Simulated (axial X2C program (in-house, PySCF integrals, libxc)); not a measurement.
# Linear MoNC at several levels

Aim: the two bond lengths and stretching wavenumbers of linear MoNC, with and without spin–orbit coupling, at PBE0, HF, BHandHLYP, MP2.

Method: all-electron X2C, two-component (2c) or spin-free, Mo dyall-v3z, N dyall-av3z, C dyall-v3z; program: an in-house X2C program for linear molecules on PySCF integrals.

All values are calculated.

2 further runs of the same task are left out: 2 set aside as unsound or not needed.

### Step 1. Set-up

File task.json:

```json
{"zs": [42, 7, 6], "q": 0, "bas": ["dyall-v3z", "dyall-av3z", "dyall-v3z"], "r0": [2.04, 1.17], "symm": 0, "scan": ["PBE0", "HF", "BHandHLYP"], "levels": ["PBE0", "HF", "r2SCAN"], "nst": 2}
```

Keys: zs atomic numbers; q charge; bas basis sets; r0 starting distance in Å; symm equal bonds; scan levels of the two-bond scan (MP2 follows by itself at each HF point); levels methods; nst determinants followed.

On the command line:

```sh
$ python solin.py task.json out
```

Masses Mo 97.905, N 14.003, C 12.000 u.

### Step 2. Scan at PBE0, 2c

State: Ω = 5/2 (beyond evenly filled blocks: ω = 5/2). Energies above the lowest point, from the job's result record:

| r(Mo–N) (Å) | r(N–C) (Å) | E (meV) |
| --- | --- | --- |
| 1.9354 | 1.1476 | 74.84 |
| 1.9354 | 1.1770 | 23.62 |
| 1.9354 | 1.2064 | 61.86 |
| 1.9850 | 1.1476 | 45.94 |
| 1.9850 | 1.1770 | 0.00 |
| 1.9850 | 1.2064 | 43.83 |
| 1.9850 | 1.2359 | 161.87 |
| 2.0346 | 1.1476 | 57.63 |
| 2.0346 | 1.1770 | 15.85 |
| 2.0346 | 1.2064 | 64.07 |
| 2.0843 | 1.1770 | 63.22 |
| 2.0843 | 1.2359 | 241.27 |

A quadratic surface with cubic terms in each bond gives the minimum at 1.988 and 1.177 Å, force constants 2.52, 16.6 and coupling 0.49 mdyn/Å.

### Step 3. Scan at HF, 2c

State: Ω = 5/2 (beyond evenly filled blocks: ω = 5/2). Energies above the lowest point, from the job's result record:

| r(Mo–N) (Å) | r(N–C) (Å) | E (meV) |
| --- | --- | --- |
| 1.9354 | 1.1476 | 147.72 |
| 1.9354 | 1.1770 | 165.06 |
| 1.9354 | 1.2064 | 272.65 |
| 1.9850 | 1.1476 | 48.53 |
| 1.9850 | 1.1770 | 70.70 |
| 1.9850 | 1.2064 | 183.80 |
| 1.9850 | 1.2359 | 370.86 |
| 2.0346 | 1.1476 | 0.00 |
| 2.0346 | 1.1770 | 26.00 |
| 2.0346 | 1.2064 | 143.47 |
| 2.0843 | 1.1770 | 21.31 |
| 2.0843 | 1.2359 | 338.41 |

A quadratic surface with cubic terms in each bond gives the minimum at 2.072 and 1.154 Å, force constants 2.08, 19.3 and coupling 0.49 mdyn/Å.

### Step 4. Scan at BHandHLYP, 2c

State: Ω = 5/2 (beyond evenly filled blocks: ω = 5/2). Energies above the lowest point, from the job's result record:

| r(Mo–N) (Å) | r(N–C) (Å) | E (meV) |
| --- | --- | --- |
| 1.9354 | 1.1476 | 63.47 |
| 1.9354 | 1.1770 | 53.62 |
| 1.9354 | 1.2064 | 133.06 |
| 1.9850 | 1.1476 | 10.21 |
| 1.9850 | 1.1770 | 5.21 |
| 1.9850 | 1.2064 | 89.82 |
| 1.9850 | 1.2359 | 248.53 |
| 2.0346 | 1.1476 | 1.19 |
| 2.0346 | 1.1770 | 0.00 |
| 2.0346 | 1.2064 | 88.66 |
| 2.0843 | 1.1770 | 29.46 |
| 2.0843 | 1.2359 | 287.75 |

A quadratic surface with cubic terms in each bond gives the minimum at 2.019 and 1.163 Å, force constants 2.4, 17.9 and coupling 0.45 mdyn/Å.

### Step 5. The levels side by side

| level | r(Mo–N) (Å) | r(N–C) (Å) | lower stretch (cm⁻¹) | upper stretch (cm⁻¹) |
| --- | --- | --- | --- | --- |
| PBE0, 2c | 1.988 | 1.177 | 453.2 | 2095.7 |
| HF, 2c | 2.072 | 1.154 | 413.0 | 2253.1 |
| BHandHLYP, 2c | 2.019 | 1.163 | 443.1 | 2177.1 |
| MP2, 2c | 2.020 | 1.183 | 438.7 | 2216.8 |
| PBE0, spin-free | 1.989 | 1.177 | 453.7 | 2095.4 |
| HF, spin-free | 2.072 | 1.154 | 413.6 | 2252.7 |
| BHandHLYP, spin-free | 2.019 | 1.163 | 443.7 | 2176.7 |
| MP2, spin-free | 2.021 | 1.183 | 439.1 | 2216.6 |

Scans not shown above were run alike.

In words: Over the levels the Mo–N bond spans 1.988 to 2.072 Å and the N–C bond 1.154 to 1.183 Å. At PBE0 spin–orbit coupling leaves both bonds unchanged to 0.001 Å. Each state is one determinant, the lowest of a limited PBE0 search; the stretches come from a fit to few points and are good to some per cent at best. MP2 freezes inner shells (threshold -2 hartree). The molecule was held linear; bending was not examined, so a bent shape may lie lower. Note: several unpaired electrons, one determinant need not be a pure state.
